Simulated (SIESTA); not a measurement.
Ta3N:

```
Ta N
1.0
     3.03222    0.00000    0.00000
    -1.51611    2.62598    0.00000
     0.00000    0.00000    7.52414
Ta N
3 1
Direct
  0.66667 0.33333 0.82607
  0.33333 0.66667 0.17393
  0.00000 0.00000 0.50000
  0.00000 0.00000 0.00000
```

The cell comes from a database or a generator and needn't be the stable form of this composition.

Base run:

```yaml
Program: SIESTA 5.4.2
Functional: PBE
Potentials_or_basis: PseudoDojo 0.4 standard (PBE files)
Basis: DZP (energy shift 0.003 Ry; two zetas on semicore shells)
Grid_cutoff: 800 Ry
Energy_shift: 0.003 Ry
k_mesh: 10 × 10 × 4
Occupations: fermi-dirac, width 0.05 eV
Spin: no spin polarisation
```

Its results: band gap on the k mesh none (metal or under the smearing width); pressure 1.7 GPa; largest force 0.378 eV/Å.

Question: The run is repeated on the same cell with these changes: functional from PBE to PBEsol; potentials or basis from PseudoDojo 0.4 standard (PBE files) to PseudoDojo 0.4 standard (PBEsol files). What comes out?

Answer: Band gap on the k mesh none (metal or under the smearing width); pressure -5.9 GPa; largest force 0.120 eV/Å.

Caveats: short orbitals over semicore shells can move pressures by several GPa; the basis of atomic orbitals isn't converged, which shifts pressures, moduli and gaps.

Not every run made on this cell is shown here.
